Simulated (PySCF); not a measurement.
# SnI at other levels of theory

What do other methods print for SnI?

Method: each script names its method and basis; program: PySCF 2.14.0.

3 further runs of the same task are left out: 2 for a known fault of the program, 1 that didn't finish.

### 1 Where the work starts

SnI: 2 atoms, charge 0, spin multiplicity 2.

Bond lengths: Sn1–I2 3.059 Å.

### 2 The run that the others are compared with

Contents of input.py:

```python
from pyscf import gto, scf

mol = gto.M(
    atom='Sn 0 0 0; I 0 0 3.059',
    basis='sbkjc',
    ecp={'Sn': 'sbkjc', 'I': 'sbkjc'},
    charge=0,
    spin=1,
    verbose=4,
)
mf = scf.UHF(mol)
mf.kernel()
mf.dip_moment()
print('orbital energies (hartree):', [e[max(0, n-3):n+3].round(4) for e, n in zip(mf.mo_energy, mol.nelec)])
```

On the command line:

```console
$ OMP_NUM_THREADS=1 python input.py
```

### 3 MP2

Variant 1 changes step after the SCF: none → mp2.

input.py, as its differences from that of step 2:

```diff
@@ -1,2 +1,2 @@
-from pyscf import gto, scf
+from pyscf import gto, scf, mp
 
@@ -12,2 +12,3 @@
 mf.kernel()
+mp.MP2(mf).kernel()
 mf.dip_moment()
```

### 4 Gradient

Variant 2 changes step after the SCF: none → gradient.

input.py, as its differences from that of step 2:

```diff
@@ -12,2 +12,3 @@
 mf.kernel()
+mf.nuc_grad_method().kernel()
 mf.dip_moment()
```

### 5 Population analysis

Variant 3 changes step after the SCF: none → analyze.

input.py, as its differences from that of step 2:

```diff
@@ -12,2 +12,3 @@
 mf.kernel()
+mf.mulliken_pop()
 mf.dip_moment()
```

### 6 RHF

Variant 4 changes SCF type: UHF → RHF.

Contents of input.py:

```python
from pyscf import gto, scf

mol = gto.M(
    atom='Sn 0 0 0; I 0 0 3.059',
    basis='sbkjc',
    ecp={'Sn': 'sbkjc', 'I': 'sbkjc'},
    charge=0,
    spin=1,
    verbose=4,
)
mf = scf.RHF(mol)
mf.kernel()
mf.dip_moment()
print('orbital energies (hartree):', mf.mo_energy[..., max(0, mol.nelec[1]-3):mol.nelec[0]+3].round(4))
```

### 7 TDHF

Variant 5 changes step after the SCF: none → tddft; number of roots: none → 4.

input.py, as its differences from that of step 2:

```diff
@@ -1,2 +1,2 @@
-from pyscf import gto, scf
+from pyscf import gto, scf, tdscf
 
@@ -12,2 +12,6 @@
 mf.kernel()
+td = tdscf.TDHF(mf)
+td.nstates = 4
+td.kernel()
+td.analyze(verbose=3)
 mf.dip_moment()
```

### 8 Frequency run

Variant 6 changes step after the SCF: none → frequency.

input.py, as its differences from that of step 2:

```diff
@@ -1,2 +1,3 @@
 from pyscf import gto, scf
+from pyscf.hessian import thermo
 
@@ -12,2 +13,4 @@
 mf.kernel()
+hess = mf.Hessian().kernel()
+print('wavenumber (cm^-1) =', thermo.harmonic_analysis(mol, hess)['freq_wavenumber'].round(1))
 mf.dip_moment()
```

What does the calculation give? Wanted: for each run, E(SCF); from base; gap, α spin; SCF dipole; after the SCF.

As calculated:

```
                run  E(SCF) (hartree)  from base (eV)  cycles  gap, α spin (eV)  SCF dipole (D)              after the SCF
               base        -14.527512               0      11              6.54            5.97                        n/a
                MP2        -14.527512          0.0000      11              6.54            5.97  MP2 correlation -1.013 eV
           gradient        -14.527512          0.0000      11              6.54            5.97                        n/a
population analysis        -14.527512          0.0000      11              6.54            5.97                        n/a
                RHF        -14.526975         +0.0146       9               n/a            6.06                        n/a
               TDHF        -14.527512          0.0000      11              6.54            5.97  lowest root found 1.99 eV
      frequency run        -14.527512          0.0000      11              6.54            5.97      highest mode 111 cm⁻¹
```

**Reading.** Total energies from different bases, Hamiltonians or methods carry different errors, so properties are taken as differences within one set-up.
